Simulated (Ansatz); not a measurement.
Runs of Ansatz 0.2.0 on Mn2Al2Cu. It takes space group I4mm (No. 107, tetragonal). The conventional cell has a = 2.737 Å, b = 2.737 Å, c = 17.038 Å, α = 90.00°, β = 90.00°, γ = 90.00°. Cu (site symmetry 4mm) has 4 Al at 2.57 Å and 4 Mn at 2.61 Å and 4 Cu at 2.74 Å as nearest neighbours. Mn (site symmetry 4mm) has 4 Mn at 2.32 Å and 4 Cu at 2.61 Å as nearest neighbours. Mn (site symmetry 4mm) is surrounded by 4 Mn at 2.32 Å and 4 Al at 2.53 Å. Al (site symmetry 4mm) has 5 Mn at 2.53 to 2.90 Å and 8 Al at 2.74 to 2.90 Å as nearest neighbours. Around Al (site symmetry 4mm) lie 4 Cu at 2.57 Å and 8 Al at 2.74 to 2.90 Å. The cell comes from a database or a generator and needn't be the stable form of this composition.

| spin | k mesh | gap on the mesh (eV) | pressure (GPa) | moment (μB) | largest force (eV/Å) |
| --- | --- | --- | --- | --- | --- |
| off | 13 × 13 × 13 | none | -4.3 | - | 0.45 |
| non-collinear, random start | 10 × 10 × 10 | none | -2.6 | 0.83 | (a) |
| collinear, ferromagnetic start | 13 × 13 × 13 | none | -2.6 | 0.79 | 0.33 |
| collinear, antiferromagnetic start | 13 × 13 × 13 | none | -2.6 | 0.79 | 0.33 |
| collinear, random start | 13 × 13 × 13 | none | -2.6 | 0.79 | 0.33 |

Alike in all rows: task single point; level PBEsol; potentials or basis Ansatz PAW; cell as given; cutoff (eV) 420; smearing fermi-dirac 0.05 eV.

Estimate the missing entries.

(a) 0.34.

Caveats: the PAW data sets come from PBE, with cores solved anew for the run's functional, which leaves a small shift of forces and pressure; the starting moments weren't kept (some runs).

A gap of «none» marks a metal or a gap under the smearing width.
